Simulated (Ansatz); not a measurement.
Geometry optimisation, DFT PBE, scalar-relativistic, plane waves, PAW in Ansatz 0.2.0.

The input (input.yaml):

```yaml
crystal:
  lattice:
    - [10.86, 0.0, 0.0]
    - [0.0, 10.86, 0.0]
    - [0.0, 0.0, 10.86]
  atoms:
    - { symbol: Si, position: [0.5035959, 0.0014668, -0.0004856] }
    - { symbol: Si, position: [0.6200852, 0.1240432, 0.1230966] }
    - { symbol: Si, position: [0.7539915, 0.2490829, -0.0053067] }
    - { symbol: Si, position: [0.8725426, 0.3722523, 0.1242558] }
    - { symbol: Si, position: [0.7553077, -0.0035175, 0.2526272] }
    - { symbol: Si, position: [0.8759778, 0.1212474, 0.3779593] }
    - { symbol: Si, position: [-0.0027753, 0.0034247, -0.0006793] }
    - { symbol: Si, position: [0.1219017, 0.123151, 0.1256259] }
    - { symbol: Si, position: [0.2473947, 0.2537664, -0.0001876] }
    - { symbol: Si, position: [0.3703259, 0.3703613, 0.1240655] }
    - { symbol: Si, position: [0.4983566, 0.4999947, -0.0005318] }
    - { symbol: Si, position: [0.6226537, 0.6232227, 0.1258004] }
    - { symbol: Si, position: [0.7468888, 0.7520714, -0.0024623] }
    - { symbol: Si, position: [0.8765028, 0.8747342, 0.1239532] }
    - { symbol: Si, position: [0.2505848, 0.0005544, 0.2501674] }
    - { symbol: P, position: [0.3757082, 0.1282658, 0.3753426], spin: 1.0 }
    - { symbol: Si, position: [0.4985146, 0.2575886, 0.2546315] }
    - { symbol: Si, position: [0.6237973, 0.3729737, 0.3801407] }
    - { symbol: Si, position: [0.7566285, 0.5012965, 0.2516955] }
    - { symbol: Si, position: [0.8725979, 0.6251594, 0.373797] }
    - { symbol: Si, position: [0.6278964, 0.1298081, 0.6182989] }
    - { symbol: Si, position: [0.7550304, 0.2473803, 0.4991843] }
    - { symbol: Si, position: [0.8755486, 0.3794847, 0.6279808] }
    - { symbol: Si, position: [0.7532376, 0.0004039, 0.7533294] }
    - { symbol: Si, position: [0.875021, 0.1256, 0.8741796] }
    - { symbol: Si, position: [-0.0018113, 0.5029643, -0.0016648] }
    - { symbol: Si, position: [0.1227391, 0.6228089, 0.1232725] }
    - { symbol: Si, position: [0.2500477, 0.7464059, -0.000258] }
    - { symbol: Si, position: [0.373684, 0.8763815, 0.1246258] }
    - { symbol: Si, position: [0.0022292, 0.2485526, 0.2506752] }
    - { symbol: Si, position: [0.1266703, 0.3744804, 0.3776172] }
    - { symbol: Si, position: [0.2520729, 0.498639, 0.2488205] }
    - { symbol: Si, position: [0.374594, 0.6241979, 0.3763355] }
    - { symbol: Si, position: [0.4984295, 0.7467404, 0.2455727] }
    - { symbol: Si, position: [0.628811, 0.8819399, 0.3770477] }
    - { symbol: Si, position: [0.0017286, -0.0005026, 0.5044228] }
    - { symbol: Si, position: [0.1278834, 0.1217651, 0.6207033] }
    - { symbol: Si, position: [0.2534457, 0.2488447, 0.5018425] }
    - { symbol: Si, position: [0.3797795, 0.3748484, 0.6253896] }
    - { symbol: Si, position: [0.4988246, 0.4975685, 0.4977934] }
    - { symbol: Si, position: [0.6280596, 0.626968, 0.6280124] }
    - { symbol: Si, position: [0.7510601, 0.7461662, 0.4959681] }
    - { symbol: Si, position: [0.8767213, 0.874534, 0.6266576] }
    - { symbol: Si, position: [0.2509747, 0.0001606, 0.7587154] }
    - { symbol: Si, position: [0.3749685, 0.1254055, 0.8725041] }
    - { symbol: Si, position: [0.4981991, 0.251527, 0.7518523] }
    - { symbol: Si, position: [0.6281339, 0.3780013, 0.8743446] }
    - { symbol: Si, position: [0.7468014, 0.5006038, 0.7498804] }
    - { symbol: Si, position: [0.8762089, 0.6242723, 0.8755942] }
    - { symbol: Si, position: [0.0031863, 0.7493673, 0.2474182] }
    - { symbol: Si, position: [0.1231259, 0.8758534, 0.3726704] }
    - { symbol: Si, position: [0.0034109, 0.5028198, 0.5000943] }
    - { symbol: Si, position: [0.1270339, 0.6236995, 0.6296341] }
    - { symbol: Si, position: [0.2531006, 0.7513669, 0.4981733] }
    - { symbol: Si, position: [0.3695292, 0.8731219, 0.6224602] }
    - { symbol: Si, position: [-0.0004214, 0.2503234, 0.7524261] }
    - { symbol: Si, position: [0.1221045, 0.3781984, 0.8791656] }
    - { symbol: Si, position: [0.2455896, 0.5017279, 0.7508159] }
    - { symbol: Si, position: [0.3798496, 0.6262523, 0.87433] }
    - { symbol: Si, position: [0.4991374, 0.7507919, 0.7506412] }
    - { symbol: Si, position: [0.6242485, 0.8747826, 0.8750522] }
    - { symbol: Si, position: [-0.0008385, 0.7498765, 0.7465388] }
    - { symbol: Si, position: [0.1268248, 0.8738171, 0.8758638] }
magnetization:
  spin_polarized: true
basis:
  ecutwfc: 420.0
kpoints:
  mp_grid: { grid: [1, 1, 1] }
hamiltonian:
  xc: pbe
  pseudopotentials: { kind: paw, azcp: { folder: soft_1 } }
scf:
  occupations: { method: gaussian, width: 0.02 }
  lower_state_search: "off"
relax:
  f_tol: 0.03
  max_steps: 60
  adjacent_minimum: "off"
```

Run as:

```bash
$ ansatz run input.yaml --threads 4 --pin off --max-ram 10240MiB --backend cpu --events-out ev --progress --plain --runs-dir out
```

Q: Where does it end, and by what steps?

A: The forces met the threshold. Limits of this set-up: coarse k mesh, a typed lattice constant that wasn't relaxed here. After 9 steps the energy has fallen by 1.434 eV; Si21 moved furthest, 0.45 Å.

```
step  energy less start (eV)  largest force component (eV/Å)  accepted
   0                  0.0000                           1.496       yes
   1                 -1.2566                           0.418       yes
   2                 -1.3551                           0.245       yes
   3                 -1.3507                           0.174        no
   4                 -1.4117                           0.127       yes
   5                 -1.4283                           0.076       yes
   6                 -1.4127                           0.156        no
   7                 -1.4319                           0.055       yes
   8                 -1.4310                           0.070        no
   9                 -1.4339                           0.009       yes
```

```xyz
63
Lattice="10.8600 0.0000 0.0000 0.0000 10.8600 0.0000 0.0000 0.0000 10.8600" Properties=species:S:1:pos:R:3
Si 5.439 0.003 -0.006
Si 6.759 1.353 1.390
Si 8.117 2.709 0.001
Si 9.485 4.089 1.344
Si 8.115 0.030 2.791
Si 9.555 1.394 4.039
Si -0.046 0.003 0.004
Si 1.353 1.386 1.301
Si 2.735 2.728 -0.051
Si 4.055 4.082 1.350
Si 5.425 5.430 0.003
Si 6.766 6.847 1.428
Si 8.141 8.142 0.028
Si 9.469 9.505 1.405
Si 2.712 0.097 2.713
P 4.059 1.353 4.080
Si 5.348 2.700 2.733
Si 6.759 4.043 4.080
Si 8.117 5.432 2.724
Si 9.477 6.815 4.072
Si 6.777 1.013 6.508
Si 8.116 2.643 5.402
Si 9.469 4.028 6.788
Si 8.156 -0.046 8.101
Si 9.478 1.361 9.478
Si 0.004 5.435 -0.002
Si 1.362 6.811 1.351
Si 2.757 8.174 0.041
Si 4.111 9.554 1.425
Si 0.030 2.761 2.671
Si 1.353 4.132 4.047
Si 2.735 5.483 2.705
Si 4.103 6.836 4.085
Si 5.483 8.324 2.898
Si 6.776 9.785 4.420
Si 0.002 0.004 5.429
Si 1.385 1.356 6.749
Si 2.712 2.720 5.336
Si 4.111 4.008 6.739
Si 5.439 5.439 5.430
Si 6.807 6.782 6.796
Si 8.156 8.192 5.479
Si 9.588 9.460 6.833
Si 2.719 -0.006 8.130
Si 4.103 1.348 9.457
Si 5.483 2.535 7.969
Si 6.766 4.005 9.446
Si 8.141 5.404 8.151
Si 9.501 6.778 9.515
Si 0.014 8.167 2.727
Si 1.385 9.544 4.077
Si -0.046 5.429 5.430
Si 1.379 6.748 6.784
Si 2.718 8.162 5.439
Si 4.073 9.458 6.834
Si 0.014 2.706 8.126
Si 1.362 4.082 9.482
Si 2.757 5.392 8.119
Si 4.076 6.784 9.509
Si 5.454 8.134 8.159
Si 6.807 9.498 9.511
Si 0.069 8.104 8.188
Si 1.379 9.509 9.544
```

Whether the end is a true minimum wasn't checked by a vibrational analysis.

The run took 110 s on 4 threads of Arm Neoverse V2 (shared host), peak memory 1.6 GiB.
